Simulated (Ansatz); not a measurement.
# GeH2ClF (SMILES [F][GeH2][Cl]): HF/aug-cc-pVDZ

What is the electronic atomisation energy of GeH2ClF at HF/aug-cc-pVDZ? 

The results are computed with Ansatz 0.2.0.

47 further runs of the same task are left out: 2 that didn't finish, 45 set aside as unsound or not needed.

## 1. The system as given

The species is GeH2ClF (5 atoms), meant as a singlet with charge 0. As SMILES, `[F][GeH2][Cl]`. The shape is that of a PBE0-D4/def2-TZVP optimisation.

Bond lengths: F1–Ge2 1.730 Å, Ge2–Cl3 2.133 Å, Ge2–H4 1.528 Å, Ge2–H5 1.528 Å. Angles: F1–Ge2–Cl3 106.4°, F1–Ge2–H4 107.1°, F1–Ge2–H5 107.1°, Cl3–Ge2–H4 109.1°, Cl3–Ge2–H5 109.1°, H4–Ge2–H5 117.4°.

## 2. A single-point energy at HF/aug-cc-pVDZ

Input file input.yaml:

```yaml
basis:
  gaussian:
    orbitals: aug-cc-pVDZ
crystal:
  periodic: [false, false, false]
  atoms:
    - {symbol: F, position_ang: [-0.242000, -0.508000, 1.588600]}
    - {symbol: Ge, position_ang: [0.139900, -0.089200, -0.045500]}
    - {symbol: Cl, position_ang: [-1.390300, 1.244900, -0.698900]}
    - {symbol: H, position_ang: [0.067600, -1.375500, -0.867400]}
    - {symbol: H, position_ang: [1.474700, 0.654200, -0.018300]}
accuracy: high
output:
  orbitals: {seedname: orbitals}
hamiltonian:
  xc: hf
```

Started as:

```bash
$ ansatz run input.yaml --threads 1 --pin off --max-ram 3480MiB --events-out events.jsonl --progress --plain --runs-dir runs
```

Log:

```text
Warning: RAYON_NUM_THREADS=1 ignored (pool sized by the plan → 1); use --threads N
Functional definition: HF
  name "HF"
  exchange = exact_x
  correlation = 0
2113 factors; integrals over basis functions are off by at most 4.4e-9 eV
mean field evaluation 1: about -71714.7452 eV, gradient 2.9e1 eV
mean field evaluation 2: about -71714.7687 eV, gradient 2.9e1 eV
mean field evaluation 4: about -71716.5990 eV, gradient 1.9e0 eV
mean field evaluation 8: about -71716.6173 eV, gradient 1.2e-1 eV
mean field -71716.61742293 eV, -2635.5370790234 hartree, gradient 1.8e-8 eV, S^2 0.000000; 0 other end points of the search recorded, 0 dependent functions left out
reference -71716.61742293 eV, -2635.5370790234 hartree; 30, 30 occupied and 74, 74 virtual orbitals, 2113 factors
Total energy: -71716.61742293 eV, -2635.5370790234 hartree
```

Run time: 6 s. Hardware: 1 thread of Arm Neoverse V1, shared host; peak memory 0.34 GiB.

## 3. The Cl atom at the same level

Input file molecule.yaml:

```yaml
crystal:
  periodic: [false, false, false]
  atoms:
    - {symbol: Cl, position_ang: [0.000000, 0.000000, 0.000000]}
basis:
  gaussian: {orbitals: aug-cc-pVDZ}
magnetization: {spin_polarized: true, initial_magnetization: 1}
hamiltonian: {xc: hf}
accuracy: high
```

Run the same way, it converges to -459.47278 Eh (log not shown).

## 4. The F atom at the same level

Input file in.yaml:

```yaml
crystal:
  periodic: [false, false, false]
  atoms:
    - {symbol: F, position_ang: [0.000000, 0.000000, 0.000000]}
basis:
  gaussian: {orbitals: aug-cc-pVDZ}
magnetization: {spin_polarized: true, initial_magnetization: 1}
hamiltonian: {xc: hf}
accuracy: high
```

Run the same way, it converges to -99.38109 Eh (log not shown).

## 5. The Ge atom at the same level

Input file molecule.yaml:

```yaml
crystal:
  periodic: [false, false, false]
  atoms:
    - {symbol: Ge, position_ang: [0.000000, 0.000000, 0.000000]}
basis:
  gaussian: {orbitals: aug-cc-pVDZ}
magnetization: {spin_polarized: true, initial_magnetization: 2}
hamiltonian: {xc: hf}
accuracy: high
```

Started as:

```bash
$ ansatz run molecule.yaml --threads 1 --pin off --max-ram 3480MiB --events-out events.jsonl --progress --plain --runs-dir runs
```

Log:

```text
Warning: RAYON_NUM_THREADS=1 ignored (pool sized by the plan → 1); use --threads N
[... 4 set-up lines as earlier in the session ...]
352 factors; integrals over basis functions are off by at most 4.5e-9 eV
mean field evaluation 1: about -56471.3659 eV, gradient 3.7e0 eV
mean field evaluation 2: about -56471.3727 eV, gradient 3.7e0 eV
mean field evaluation 4: about -56471.5931 eV, gradient 1.1e-1 eV
mean field evaluation 8: about -56471.5928 eV, gradient 6.7e-9 eV
mean field evaluation 16: about -56471.5916 eV, gradient 2.4e-1 eV
mean field evaluation 32: about -56471.5926 eV, gradient 1.2e-1 eV
mean field -56471.59280395 eV, -2075.2927577248 hartree, gradient 3.4e-8 eV, S^2 2.010600; 0 other end points of the search recorded, 0 dependent functions left out
reference -56471.59280395 eV, -2075.2927577248 hartree; 17, 15 occupied and 19, 21 virtual orbitals, 352 factors
Total energy: -56471.59280395 eV, -2075.2927577248 hartree
```

It took 0.38 s on 1 thread of Arm Neoverse V1, shared host.

## 6. The H atom at the same level

Input file molecule.yaml:

```yaml
basis:
  gaussian: {orbitals: aug-cc-pVDZ}
crystal:
  periodic: [false, false, false]
  atoms:
    - {symbol: H, position_ang: [0.000000, 0.000000, 0.000000]}
magnetization: {spin_polarized: true, initial_magnetization: 1}
hamiltonian: {xc: hf}
accuracy: high
```

Run the same way, it converges to -0.49933 Eh (log not shown).

## 7. Results

At HF/aug-cc-pVDZ:

| quantity | value |
| --- | --- |
| molecule: total energy | -2635.53708 Eh |
| molecule: HOMO energy | -12.56 eV |
| molecule: LUMO energy | 1.05 eV |
| molecule: HOMO–LUMO gap | 13.62 eV |
| Cl atom: total energy | -459.47278 Eh |
| Cl atom: ⟨S²⟩ | 0.757 |
| F atom: total energy | -99.38109 Eh |
| F atom: ⟨S²⟩ | 0.754 |
| Ge atom: total energy | -2075.29276 Eh |
| Ge atom: ⟨S²⟩ | 2.011 |
| H atom: total energy | -0.49933 Eh |
| H atom: ⟨S²⟩ | 0.750 |
| electronic atomisation energy | 10.661 eV |

Taking the molecule apart into free atoms costs 10.66 eV (1029 kJ/mol), before zero-point energy and without spin-orbit coupling. Hartree–Fock lacks the correlation of the bonding pairs, which as a rule makes this value much too low; in minimal bases other errors can mask that.
